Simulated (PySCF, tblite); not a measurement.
# C₁₀H₂₆Si₁₀: electronic excitations, NMR shifts, part 1 of 2

Wanted: electronic excitations, NMR shifts for C₁₀H₂₆Si₁₀.

Programs: tblite 0.8.0 and PySCF 2.14.0, with routines of our own; each step states its level. All values are computed. Atoms count from 0.

## (1) The starting structure

46 atoms, charge 0, multiplicity 1; geometry from: force field, distance geometry or constructed start.

## (2) Geometry optimisation with GFN2-xTB

Job settings and geometry (Å):

```
{"job": {"kind": "relax", "xc": "GFN2-xTB", "basis": "xTB"}, "charge": 0, "multiplicity": 1}
C     -3.078100    -0.853100     0.924600
Si    -3.086200    -0.848700    -0.968600
C     -3.077800     0.926400    -1.590000
Si    -3.083700     0.933100     1.549300
C      1.540500    -1.742500    -1.587600
C     -1.544800    -1.741800    -1.593600
C      3.083100    -0.849600     0.922900
Si     3.086400    -0.848600    -0.960200
C      0.002700    -0.853400     0.925800
Si    -0.002800    -0.852100    -0.960100
Si     1.539400    -1.742500     1.553400
Si    -1.544000    -1.743300     1.555500
C      3.079600     0.929400    -1.586000
C      0.002200     0.928100    -1.593700
C      1.539300     1.823800     0.926400
Si     1.539600     1.819300    -0.955400
Si     3.083400     0.930600     1.556400
C     -1.542600     1.815300     0.925200
Si    -1.542100     1.820500    -0.959200
Si     0.002800     0.929600     1.558200
H     -3.975300    -1.361300     1.291000
H     -4.259600    -1.528600    -1.441900
H     -3.079600     0.933300    -2.674400
H     -3.977200     1.438200    -1.229200
H     -4.258200     1.610100     1.076400
H     -3.089100     0.927800     2.998000
H      1.542200    -1.739000    -2.681700
H      1.540900    -2.768300    -1.226500
H     -1.540900    -1.740900    -2.683000
H     -1.540400    -2.768500    -1.224300
H      3.976600    -1.364500     1.288400
H      4.256800    -1.528800    -1.441500
H      1.540500    -1.741200     2.993600
H      1.543600    -3.100200     1.079200
H     -1.540300    -1.739500     2.992200
H     -1.541000    -3.096700     1.072600
H      3.082200     0.928800    -2.685100
H      3.973900     1.445000    -1.230300
H      0.001100     0.924800    -2.681100
H      1.536700     2.849700     1.290700
H      1.541400     3.174000    -1.437900
H      4.264600     1.601900     1.079200
H      3.087900     0.929700     2.991900
H     -1.538900     2.845800     1.287700
H     -1.545200     3.178000    -1.439300
H     -0.001900     0.930300     2.992100
```

Launch:

```console
> OMP_NUM_THREADS=2 python large_run.py task.json out
```

The driver reads the jobs from task.json and runs them one after another.

The log of the run:

```text
step      E/eV     max force
  0   -1412.09710    1.059
  1   -1412.23527    0.627
  2   -1412.34655    0.468
  3   -1412.41498    0.514
  4   -1412.47669    0.339
  5   -1412.50554    0.297
  6   -1412.52124    0.202
  7   -1412.53018    0.167
  8   -1412.53962    0.168
  9   -1412.54936    0.191
 10   -1412.55754    0.244
 11   -1412.56425    0.201
 12   -1412.56965    0.128
 13   -1412.57317    0.084
 14   -1412.57540    0.086
 15   -1412.57733    0.097
 16   -1412.57949    0.075
 17   -1412.58150    0.068
 18   -1412.58300    0.056
 19   -1412.58425    0.061
 20   -1412.58556    0.071
 21   -1412.58694    0.070
 22   -1412.58812    0.049
 23   -1412.58906    0.057
 24   -1412.59001    0.064
 25   -1412.59116    0.063
 26   -1412.59225    0.056
 27   -1412.59294    0.037
 28   -1412.59326    0.024
 29   -1412.59344    0.020
```

Run time: 2.9 s. Hardware: 2 threads of Arm Neoverse N1, shared host; peak memory 0.17 GiB.

Along the way:

```tsv
step	energy from step 0 (eV)	largest force (eV/Å)
0	0.0000	1.0585
1	-0.1382	0.6269
2	-0.2495	0.4685
3	-0.3179	0.5141
4	-0.3796	0.3384
5	-0.4084	0.2973
6	-0.4241	0.2015
7	-0.4331	0.1668
8	-0.4425	0.1688
9	-0.4523	0.1915
11	-0.4671	0.2004
12	-0.4725	0.1279
14	-0.4783	0.0860
15	-0.4802	0.0970
17	-0.4844	0.0680
18	-0.4859	0.0562
20	-0.4885	0.0710
21	-0.4898	0.0704
23	-0.4920	0.0577
25	-0.4941	0.0627
26	-0.4951	0.0563
27	-0.4958	0.0372
28	-0.4962	0.0244
29	-0.4963	0.0198
```

Close pairs (by a distance rule), those that changed most:

```tsv
bond	before (Å)	after (Å)	change (Å)
Si19–H45	1.434	1.490	+0.056
Si1–H21	1.436	1.485	+0.049
Si7–H31	1.437	1.485	+0.049
Si15–H40	1.438	1.486	+0.048
Si18–H44	1.440	1.486	+0.046
C8–Si9	1.886	1.930	+0.044
Si3–H24	1.436	1.478	+0.042
Si11–H35	1.437	1.479	+0.042
```

The next job starts from the end point, and lists it.

## (3) Infrared spectrum with GFN2-xTB

Job settings and geometry (Å):

```
{"job": {"kind": "ir", "xc": "GFN2-xTB", "basis": "xTB"}, "charge": 0, "multiplicity": 1}
C     -3.072561    -0.838377     0.923573
Si    -3.127226    -0.862102    -0.984428
C     -3.080986     0.913633    -1.657077
Si    -3.100175     0.927405     1.614969
C      1.573359    -1.722102    -1.651088
C     -1.573052    -1.721957    -1.651315
C      3.072237    -0.838288     0.923718
Si     3.127453    -0.862037    -0.984280
C     -0.000237    -0.881709     0.938174
Si     0.000112    -0.864805    -0.991323
Si     1.550884    -1.747783     1.606599
Si    -1.551394    -1.747874     1.606486
C      3.080997     0.913638    -1.656791
C      0.000140     0.955187    -1.592713
C      1.565154     1.791333     0.917031
Si     1.565747     1.847284    -0.989171
Si     3.099997     0.927495     1.615223
C     -1.565400     1.791522     0.916834
Si    -1.565644     1.847303    -0.989392
Si    -0.000182     0.923150     1.568484
H     -3.957283    -1.355237     1.292740
H     -4.352243    -1.559720    -1.451769
H     -3.063321     0.899687    -2.743956
H     -3.987477     1.439642    -1.370906
H     -4.340649     1.632687     1.228955
H     -3.086753     0.922004     3.090686
H      1.580099    -1.709318    -2.738398
H      1.573575    -2.767825    -1.355699
H     -1.579745    -1.709135    -2.738635
H     -1.573379    -2.767710    -1.356131
H      3.956976    -1.355254     1.292761
H      4.353057    -1.559076    -1.451238
H      1.574493    -1.726542     3.082648
H      1.589389    -3.175246     1.221982
H     -1.575151    -1.727224     3.082707
H     -1.590247    -3.175260     1.221638
H      3.063667     0.899322    -2.743605
H      3.987216     1.439960    -1.370449
H      0.000350     0.956791    -2.682735
H      1.557640     2.815640     1.286045
H      1.592202     3.252492    -1.471584
H      4.339789     1.633582     1.229391
H      3.086695     0.921124     3.090973
H     -1.558249     2.815861     1.285799
H     -1.592034     3.252218    -1.472190
H     -0.000096     0.975427     3.057514
```

The log of the run:

```text
mode    cm-1     km/mol
  1      86.7      0.22
  2     117.6      1.16
  3     137.3      0.25
  4     145.4      0.94
  5     168.9      0.52
  6     172.3      1.44
  7     174.8      0.08
  8     181.5      0.57
  9     183.4      3.10
 10     189.2      1.38
 11     200.0      0.56
 12     201.5      0.18
 13     210.5      4.96
 14     211.5      0.83
 15     217.6      2.20
 16     219.4      0.21
 17     231.9      1.03
 18     233.4     17.80
 19     263.6      8.28
 20     277.8     16.03
 21     290.3     28.51
 22     301.5      8.16
 23     313.7      3.54
 24     341.0      2.82
 25     367.3     19.63
 26     388.0      1.38
 27     398.8     13.02
 28     409.3     51.80
 29     469.8     23.22
 30     470.2      5.33
 31     481.3     39.96
 32     485.5     17.93
 33     522.0      2.00
 34     523.5     39.68
 35     524.4      4.90
 36     527.9      9.53
 37     531.5     22.41
 38     533.6      3.32
 39     544.7     12.21
 40     548.4      0.90
 41     554.0      0.32
 42     568.4     26.51
 43     570.8     43.47
 44     578.8     16.46
 45     591.4     10.38
 46     591.7     49.59
 47     601.5     10.83
 48     603.9      0.01
 49     609.5      1.12
 50     627.9      0.52
 51     631.5     25.23
 52     647.5      0.84
 53     658.7     14.24
 54     667.6     95.19
 55     676.0    360.01
 56     699.1     54.33
 57     702.8     54.94
 58     716.6      2.06
 59     734.5     89.91
 60     742.0      6.19
 61     747.6    120.58
 62     749.7    189.30
 63     755.4    197.93
 64     784.0    231.90
 65     785.7     47.27
 66     797.1     56.07
 67     797.4      3.78
 68     805.8     44.93
 69     806.6      8.93
 70     811.0     89.01
 71     816.2     55.26
 72     822.3    514.59
 73     822.6    463.69
 74     823.2     14.58
 75     827.0     23.50
 76     830.6     41.12
 77     836.6    127.72
 78     837.1     21.53
 79     839.3    284.98
 80     841.5      1.58
 81     844.0     36.34
 82     859.3   1084.54
 83     866.4   1212.04
 84     880.8   1045.71
 85     971.7      2.77
 86     981.7      3.80
 87     985.6      5.81
 88     996.8      1.69
 89    1032.7    229.56
 90    1035.3     24.50
 91    1048.9     75.39
 92    1050.3     21.87
 93    1054.6     54.46
 94    1057.4    102.97
 95    1057.8    122.03
 96    1064.7     30.79
 97    1071.8     28.13
 98    1075.0    239.66
 99    1095.2    146.38
100    1104.4     87.46
101    1113.9    186.68
102    1117.4     66.26
103    1458.1      0.07
104    1459.9      3.31
105    1464.8      1.63
106    1465.7      7.03
107    2032.3    186.14
108    2065.2      2.44
109    2080.2    744.55
110    2081.1    745.33
111    2085.6    411.32
112    2102.5     10.01
113    2116.6    521.54
114    2122.8    448.93
115    2134.4    626.51
116    2151.4      8.28
117    2160.7    315.72
118    2165.3    203.76
119    2172.1   1133.85
120    2950.5     20.48
121    2959.2     26.82
122    2961.0     20.99
123    2961.5     53.16
124    2963.7     89.89
125    2995.1      0.23
126    2997.7     25.78
127    3002.6     14.01
128    3004.2    129.23
129    3007.8      0.31
130    3011.0     22.80
131    3014.4     39.53
132    3015.1     29.55
```

Run time: 23 s. Hardware: 2 threads of Arm Neoverse N1, shared host; peak memory 0.16 GiB.

The strongest bands and the atoms that carry them (share of the mass-weighted mode):

```tsv
cm⁻¹	km/mol	atoms
859	1084.5	C6 15 %, C0 15 %, C8 12 %
866	1212.0	C8 29 %
881	1045.7	C8 53 %
2080	744.5	H31 72 %, H21 23 %
2081	745.3	H21 56 %, H44 15 %, H40 14 %, H31 12 %
2117	521.5	H24 19 %, H33 15 %, H41 13 %, H35 11 %
2134	626.5	H33 26 %, H35 23 %, H41 20 %, H24 17 %
2172	1133.8	H42 26 %, H25 24 %, H32 18 %, H34 16 %
```

## (4) Electronic excitations: TDDFT PBE/def2-SVP

Settings changed since step 3:

```diff
@@ -1,2 +1,2 @@
-{"job": {"kind": "ir", "xc": "GFN2-xTB", "basis": "xTB"}, "charge": 0, "multiplicity": 1}
+{"job": {"kind": "uv", "basis": "def2-SVP", "grid": 1, "kgrid": 0, "vcut": null, "nstates": 6, "ntriplets": 2, "tda": false, "delta": ["ip_vertical"], "pop": true, "xc": "PBE"}, "charge": 0, "multiplicity": 1}
 C     -3.072561    -0.838377     0.923573
```

With the program's defaults for keys left out, this is: TDDFT PBE/def2-SVP, vertical, gas phase, core orbitals frozen in the response.

The log of the run:

```text
start: PBE on a coarse grid of 40172 points
cycle   1  E = -3287.6350301335  dE =  2.158e+00  |g| = 1.339e+00  |ddm| = 7.459e+00
cycle   2  E = -3286.5940574526  dE =  1.041e+00  |g| = 2.301e+00  |ddm| = 4.418e+00
cycle   3  E = -3288.0416790050  dE = -1.448e+00  |g| = 4.756e-01  |ddm| = 3.505e+00
cycle   4  E = -3288.1082540876  dE = -6.658e-02  |g| = 1.099e-01  |ddm| = 9.457e-01
cycle   5  E = -3288.1109287749  dE = -2.675e-03  |g| = 5.530e-02  |ddm| = 2.135e-01
cycle   6  E = -3288.1118000406  dE = -8.713e-04  |g| = 1.160e-02  |ddm| = 8.636e-02
cycle   7  E = -3288.1118417430  dE = -4.170e-05  |g| = 3.762e-03  |ddm| = 2.148e-02
final grid: 160813 points
cycle   8  E = -3288.6646276907  dE = -3.738e-05  |g| = 2.182e-02  |ddm| = 1.094e-01
cycle   9  E = -3288.6642454360  dE =  3.823e-04  |g| = 4.270e-02  |ddm| = 7.911e-02
cycle  10  E = -3288.6647531702  dE = -5.077e-04  |g| = 5.361e-03  |ddm| = 5.853e-02
cycle  11  E = -3288.6647560002  dE = -2.830e-06  |g| = 6.699e-04  |ddm| = 8.388e-03
cycle  12  E = -3288.6647594552  dE = -3.455e-06  |g| = 2.465e-04  |ddm| = 1.314e-03
cycle  13  E = -3288.6647590299  dE =  4.253e-07  |g| = 3.343e-05  |ddm| = 3.720e-04
converged SCF energy = -3288.6647590299
Vertical ionisation energy (delta-SCF) = 7.7246 eV   <S^2> = 0.751

Static polarisability (au): isotropic 312.852, principal 286.928 295.340 356.289

Singlet excitations
state   eV       nm        f      main configurations
  1   5.4745    226.5   0.00031   H->L 0.99
  2   5.5049    225.2   0.00004   H->L+1 0.99
  3   5.6973    217.6   0.01013   H->L+2 0.99
  4   5.7753    214.7   0.00030   H->L+3 0.97
  5   5.7813    214.5   0.00143   H-1->L 0.97
  6   5.8018    213.7   0.00001   H->L+4 0.96

Triplet excitations (Tamm-Dancoff, eV): 5.3951 5.4087
```

Wall time 2 min (2 threads of Arm Neoverse N1, shared host); peak memory 1.5 GiB.

Frontier orbitals and where they lie:

```tsv
orbital	eV	atoms
HOMO−4	-6.77	C17 7 %, C14 7 %, C4 7 %
HOMO−3	-6.66	H45 10 %, C14 8 %, C17 8 %
HOMO−2	-6.48	C2 11 %, C12 11 %, C6 6 %
HOMO−1	-6.27	C13 12 %, C8 8 %, Si9 6 %
HOMO	-5.97	C5 9 %, C4 9 %, C13 8 %
LUMO	-0.53	Si11 15 %, Si10 14 %, Si19 9 %
LUMO+1	-0.51	Si19 14 %, Si9 8 %, Si10 8 %
LUMO+2	-0.32	Si9 9 %, Si18 9 %, Si15 9 %
LUMO+3	-0.25	Si9 9 %, Si15 9 %, Si18 9 %
```

With each of the 6 states as a Gaussian band of 0.4 eV half-width at 1/e, the curve within the window shown has maxima at 217 nm (ε 490) L/(mol cm). Beyond the last state computed it falls off for lack of states. The curve at chosen wavelengths:

nm, ε (L/mol/cm) and a bar:
```
      203        186 ###########
      205        243 ###############
      207        303 ##################
      209        361 ######################
      211        412 #########################
      213        453 ############################
      215        479 #############################
      217        488 ##############################
      219        482 ##############################
      221        460 ############################
      223        426 ##########################
      225        384 #######################
      227        337 #####################
      230        264 ################
      232        218 #############
      234        176 ##########
      236        139 ########
      238        108 ######
      240         82 #####
      242         62 ###
      244         46 ##
      246         33 ##
      248         24 #
      250         17 #
      252         12 
      254          8
```

Leading natural transition orbitals of singlet state 3: the hole lies on C4, C5, C13 about 9 % each; the particle on Si9, Si15, Si18 about 6 % each.

Leading natural transition orbitals of singlet state 1: the hole lies on C4, C5, C13 about 9 % each; the particle on Si10, Si11, Si19 about 6 % each.

Ground-state properties from the same run:

```tsv
property	computed
dipole moment (D)	1.96
polarisability (Å³)	46.36
HOMO–LUMO gap (eV)	5.44
−ε(HOMO) (eV)	5.97
```

The fields below are evaluated on a grid from the run's orbitals.

Frontier orbitals at PBE/def2-SVP, with the share of their density that lies nearest to each atom:

```tsv
orbital	energy (eV)	lies on
HOMO	-5.97	C4, C5, C13 about 9 % each
LUMO	-0.53	Si10, Si11, Si19 about 6 % each
```

ELF in a plane through or near 9 of the atoms.

Ten even steps from ' ' (0.00) to '@' (1.00):
```
                                                        
                                                        
                  --####..    ..####--                  
                ::@@@@@@%%    ##@@@@@@::                
                ::@@@@@@@@....%%@@@@@@::                
          ::..  ..******++....++******..  ..::          
        **@@@@====::**++--++++--++**::====@@@@**        
      ..%%@@@@######::..%%####%%..::######@@@@%%..      
        ..**##****##--==##****##==--##****##**..        
          ..==%%%%++    ++%%%%++    ++%%%%==..          
      ::++**--++==----==::----::==----==++--**++::      
      **%%@@==****==**##::****::##**==****==@@%%**      
      ==****++....========....========....++****--      
            ......        ....        ......            
                                                        
                                                        
                                                        
                                                        
                                                        
                                                        
```
The map spans 13.9 Å across and 12.0 Å up, centred on the molecule. Atoms in the plane (x, y in Å): Si1 (3.1, -0.7), Si7 (-3.1, -0.7), Si9 (0.0, -0.7), Si10 (-1.6, 2.0), Si11 (1.6, 2.0), H20 (4.0, 1.6), H30 (-4.0, 1.6), H32 (-1.6, 3.4), H34 (1.6, 3.4).

On the surface of density 0.002 e/bohr³ the electrostatic potential runs, from the 1st to the 99th percentile, from -0.29 to 0.86 V.

(Continued in part 2 of 2.)
